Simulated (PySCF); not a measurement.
# RhF3: relaxation and vibrations of the singlet

The task is one start of a wider search on RhF3: the singlet, from a trigonal planar start. It is relaxed, tested by its Hessian and followed downhill if it is a saddle.

Program: PySCF 2.14.0. Level of theory: PBE0, basis Rh def2-TZVP with ECP28, F def2-TZVP, scalar-relativistic core potentials, no spin–orbit coupling, density fitting. These are calculated values, not measurements.

**1. The system as given**

4 atoms, charge 0, spin multiplicity 1.

Bond lengths: Rh1–F2 1.890 Å, Rh1–F3 1.890 Å, Rh1–F4 1.890 Å. Angles: F2–Rh1–F3 120.0°, F2–Rh1–F4 120.0°, F3–Rh1–F4 120.0°.

```xyz
4
charge 0 multiplicity 1
Rh    0.0000    0.0000    0.0000
F     1.8900    0.0000    0.0000
F    -0.9450    1.6368    0.0000
F    -0.9450   -1.6368    0.0000
```

**2. Trigonal planar start, singlet: relaxation**

The steps below are one call of a driver around PySCF. For each, scf.py gives the equivalent set-up of the SCF; relaxations use the driver's own optimiser. Before each start the driver seeks the lowest SCF state from one or more starting densities and follows internal instabilities, so scf.py alone need not reach the same state.

The program finds D3h symmetry in the start, which this walk keeps. The walk stops when the largest gradient is under 0.0003 Eh/bohr and the energy has settled too.

File scf.py:

```python
from pyscf import gto, scf, dft
mol = gto.M(atom='''
Rh     0.000000     0.000000     0.000000
F      1.890007    -0.000006    -0.000000
F     -0.944998     1.636797     0.000000
F     -0.945009    -1.636791    -0.000000''',
    basis={'Rh': 'def2-TZVP', 'F': 'def2-TZVP'},
    ecp={'Rh': 'def2-TZVP'},
    charge=0, spin=0)
mf = dft.RKS(mol, xc='PBE0')
mf.grids.atom_grid = (50, 194)
aux = {'Rh': 'def2-universal-JKFIT', 'F': 'def2-universal-JKFIT'}
mf = mf.density_fit(auxbasis=aux)
mf.kernel()
```

Steps of the walk:

| step | energy (Eh) | change (kJ/mol) | largest symmetric gradient (Eh/bohr) |
| --- | --- | --- | --- |
| 0 | -409.853055 | 0.00 | 0.04897 |
| 1 | -409.868358 | -40.18 | 0.00074 |
| 2 | -409.868360 | -40.18 | 0.00025 |

The walk ran for 5.4 s (8 threads, shared host).

Positions (Å) and forces (eV/Å) along the way, with the part that breaks the symmetry left in:

```
step 0
Rh   0.000   0.000   0.000  -0.004   0.000   0.000
F    1.890   0.000   0.000  -2.524   0.000   0.000
F   -0.945   1.637   0.000   1.264  -2.174   0.000
F   -0.945  -1.637   0.000   1.264   2.174   0.000
step 1
Rh   0.000   0.000   0.000  -0.019   0.000   0.000
F    1.789   0.000   0.000   0.037   0.000   0.000
F   -0.894   1.549   0.000  -0.009   0.039   0.000
F   -0.894  -1.549   0.000  -0.009  -0.039   0.000
step 2
Rh   0.000   0.000   0.000  -0.018   0.000   0.000
F    1.790   0.000   0.000  -0.014   0.000   0.000
F   -0.895   1.551   0.000   0.016  -0.004   0.000
F   -0.895  -1.551   0.000   0.016   0.004   0.000
```

After 2 steps and 40.2 kJ/mol it ends at D3h: Rh–F 1.790 Å (×3); F–Rh–F 120.0° (×3).

**3. Vibrations and properties at this point**

On the finer grid the gradient is checked again; gradients at displacements of ±0.01 bohr then give force constants and infrared intensities.

Changes to scf.py since step 2:

```diff
@@ -3,4 +3,4 @@
-Rh     0.000000     0.000000     0.000000
-F      1.890007    -0.000006    -0.000000
-F     -0.944998     1.636797     0.000000
-F     -0.945009    -1.636791    -0.000000''',
+Rh    -0.000000     0.000000    -0.000000
+F      1.790015    -0.000006     0.000000
+F     -0.895003     1.550202     0.000000
+F     -0.895013    -1.550196    -0.000000''',
@@ -11 +11 @@
-mf.grids.atom_grid = (50, 194)
+mf.grids.atom_grid = (75, 302)
```

The driver hands on the density of the step before, so the log starts near convergence.

Log of the central SCF (cycles and frontier levels):

```text
init E= -409.868590153548
  HOMO = -0.30721846926502  LUMO = -0.188131976492855  gap/eV = 3.24051
cycle= 1 E= -409.868590153537  delta_E= 1.02e-11  |g|= 8.54e-06  |ddm|= 6.42e-06
  HOMO = -0.30721992467761  LUMO = -0.188133187391099  gap/eV = 3.24052
Extra cycle  E= -409.868590153472  delta_E= 6.57e-11  |g|= 2.16e-05  |ddm|= 1.47e-05
converged SCF energy = -409.868590153472
```

The whole step took 20 s.

Geometry: D3h; Rh–F 1.790 Å (×3); F–Rh–F 120.0° (×3).

Harmonic modes (main isotopes):

```
symmetry  ω (cm⁻¹)  IR (km/mol)  μ (u)     type
    a2''      206i         16.3  26.78     bend
      e'       115         44.5  21.99     bend
      e'       645          397  22.48  stretch
     a1'       695          0.0  19.00  stretch
```

1 mode is imaginary, the largest at 206i cm⁻¹: a saddle point, not a minimum.

Constants and moments:

| Property | Result |
| --- | --- |
| Dipole moment | 0.00 D |
| Highest occupied level | -8.36 eV |
| Lowest empty level | -5.12 eV |
| Rotational constants | 0.1846, 0.1846, 0.09231 cm⁻¹ |
| Zero-point energy (real modes) | 13.2 kJ/mol |
| Principal polarisabilities | 24.8, 37.1, 37.1 bohr³ |
| Atomisation energy without zero-point energy | 948 kJ/mol |
| Principal traceless quadrupole moments about the centre of mass | -1.45, -1.45, 2.90 D Å |

Populations by atom (charges in e):

| atom | Mulliken | Löwdin | polar tensor | Mayer order to Rh1 |
| --- | --- | --- | --- | --- |
| Rh1 | 1.22 | 0.58 | 2.01 | – |
| F2,3,4 | -0.41 | -0.19 | -0.67 | 0.84 |

Outer orbital energies (eV). occupied: -13.79, -13.09, -13.09, -12.99, -12.72, -8.87, -8.87, -8.36; empty: -5.12, -5.12, -0.48, 0.49.

Mulliken populations on Rh1 (outside its core potential): s 2.34, p 6.13, d 7.29, f 0.02.

**4. Following the imaginary mode**

The atoms are moved a little along the softest imaginary mode and relaxed again.

The program finds C3v symmetry in the start, which this walk keeps.

Changes to scf.py since step 3:

```diff
@@ -3,4 +3,4 @@
-Rh    -0.000000     0.000000    -0.000000
-F      1.790015    -0.000006     0.000000
-F     -0.895003     1.550202     0.000000
-F     -0.895013    -1.550196    -0.000000''',
+Rh     0.000000     0.000000    -0.066463
+F      1.790015    -0.000006     0.120000
+F     -0.895003     1.550202     0.120000
+F     -0.895013    -1.550196     0.120000''',
@@ -11 +11 @@
-mf.grids.atom_grid = (75, 302)
+mf.grids.atom_grid = (50, 194)
```

Steps of the walk:

| step | energy (Eh) | change (kJ/mol) | largest symmetric gradient (Eh/bohr) |
| --- | --- | --- | --- |
| 0 | -409.871399 | 0.00 | 0.01189 |
| 1 | -409.875319 | -10.29 | 0.00505 |
| 2 | -409.875527 | -10.84 | 0.00099 |
| 3 | -409.875577 | -10.97 | 0.00120 |
| 4 | -409.875582 | -10.98 | 0.00030 |
| 5 | -409.875583 | -10.98 | 0.00001 |

The walk took 12 s.

End point (C3v, 5 steps, 11.0 kJ/mol gained): Rh–F 1.817 Å (×3); F–Rh–F 111.7° (×3).

**5. Hessian and properties**

The same treatment as at the point before.

Changes to scf.py since step 4:

```diff
@@ -3,4 +3,4 @@
-Rh     0.000000     0.000000    -0.066463
-F      1.790015    -0.000006     0.120000
-F     -0.895003     1.550202     0.120000
-F     -0.895013    -1.550196     0.120000''',
+Rh     0.000000     0.000000    -0.189501
+F      1.736573    -0.000006     0.343567
+F     -0.868282     1.503919     0.343567
+F     -0.868291    -1.503914     0.343567''',
@@ -11 +11 @@
-mf.grids.atom_grid = (50, 194)
+mf.grids.atom_grid = (75, 302)
```

Log of the central SCF (cycles and frontier levels):

```text
init E= -409.875715605877
  HOMO = -0.331671637720416  LUMO = -0.179051252498558  gap/eV = 4.15301
cycle= 1 E= -409.875715605178  delta_E= 6.99e-10  |g|= 7.21e-05  |ddm|= 5e-05
  HOMO = -0.331668305408623  LUMO = -0.179051761961387  gap/eV = 4.15291
cycle= 2 E= -409.875715601057  delta_E= 4.12e-09  |g|= 0.000173  |ddm|= 0.000117
  HOMO = -0.331671040177821  LUMO = -0.179051974387404  gap/eV = 4.15298
cycle= 3 E= -409.87571560604  delta_E= -4.98e-09  |g|= 5.27e-06  |ddm|= 8.27e-05
  HOMO = -0.331670651485713  LUMO = -0.179051675178905  gap/eV = 4.15297
cycle= 4 E= -409.875715606045  delta_E= -5.23e-12  |g|= 6.65e-07  |ddm|= 2.59e-06
  HOMO = -0.331670547066961  LUMO = -0.179051656236699  gap/eV = 4.15297
Extra cycle  E= -409.875715606046  delta_E= -9.09e-13  |g|= 9.49e-07  |ddm|= 1.97e-06
converged SCF energy = -409.875715606046
```

The whole step took 22 s.

Geometry: C3v; Rh–F 1.817 Å (×3); F–Rh–F 111.8° (×3).

Modes, for the most abundant isotopes:

```
symmetry  ω (cm⁻¹)  IR (km/mol)     type
       e       119         38.3     bend
      a1       128         28.5     bend
      a1       674         22.8  stretch
       e       678          251  stretch
```

Every mode is real; the point is a minimum.

Properties at this point:

```yaml
Dipole_moment: 2.30 D
Highest_occupied_level: -9.03 eV
Lowest_empty_level: -4.87 eV
Rotational_constants: 0.1749, 0.1749, 0.09808 cm⁻¹
Zero-point_energy: 14.3 kJ/mol
Principal_polarisabilities: 26.7, 35.6, 35.6 bohr³
Atomisation_energy_without_zero-point_energy: 966 kJ/mol
Principal_traceless_quadrupole_moments_about_the_centre_of_mass: -2.21, -2.21, 4.41 D Å
Entropy_at_298.15_K_and_1_bar: 313.7 J/(mol K)
Heat_capacity_Cp_at_298.15_K: 68.5 J/(mol K)
Enthalpy_at_298.15_K_above_0_K: 16.35 kJ/mol
Rotational_symmetry_number: 3
```

Populations by atom (charges in e):

| atom | Mulliken | Löwdin | polar tensor | Mayer order to Rh1 |
| --- | --- | --- | --- | --- |
| Rh1 | 1.27 | 0.65 | 1.88 | – |
| F2,3,4 | -0.42 | -0.22 | -0.63 | 0.83 |

Outer orbital energies (eV). occupied: -13.63, -12.71, -12.48, -12.48, -12.14, -9.10, -9.10, -9.03; empty: -4.87, -4.87, -1.51, 1.00.

Mulliken populations on Rh1 (outside its core potential): s 2.27, p 6.21, d 7.23, f 0.02.

**6. Would spin polarisation lower it?**

At the lowest minimum the closed shell is tested against spin polarisation, on the (50, 194) grid. It is stable.

**7. All stationary points**

| spin | group | bonds | imaginary modes (cm⁻¹) | ΔE (kJ/mol) | with zero-point energy |
| --- | --- | --- | --- | --- | --- |
| singlet | C3v | Rh–F 1.817 Å (×3) | none | 0.0 | 0.0 |
| singlet | D3h | Rh–F 1.790 Å (×3) | 206i | 18.7 | – |

**8. Results**

```
                                 quantity                                  value
                                  minimum                           singlet, C3v
                                 geometry  Rh–F 1.817 Å (×3); F–Rh–F 111.8° (×3)
                       wavenumbers (cm⁻¹)   119 (e), 128 (a1), 674 (a1), 678 (e)
                            dipole moment                                 2.30 D
     highest occupied, lowest empty level                        -9.03, -4.87 eV
               polar-tensor charge of Rh1                                +1.88 e
                        zero-point energy                            14.3 kJ/mol
                      entropy at 298.15 K                        313.7 J/(mol K)
atomisation energy (no zero-point energy)                             966 kJ/mol
```

In words: The trigonal planar start (D3h) ends in a minimum of C3v symmetry, after a stop at a saddle point 18.7 kJ/mol higher, from which it was pushed off along an imaginary mode. In the infrared the band at 678 cm⁻¹ (e, stretch) leads. Only this shape and spin were tried, so other structures or states may lie lower.

The search up to here ran for 68 s (8 threads, shared host).
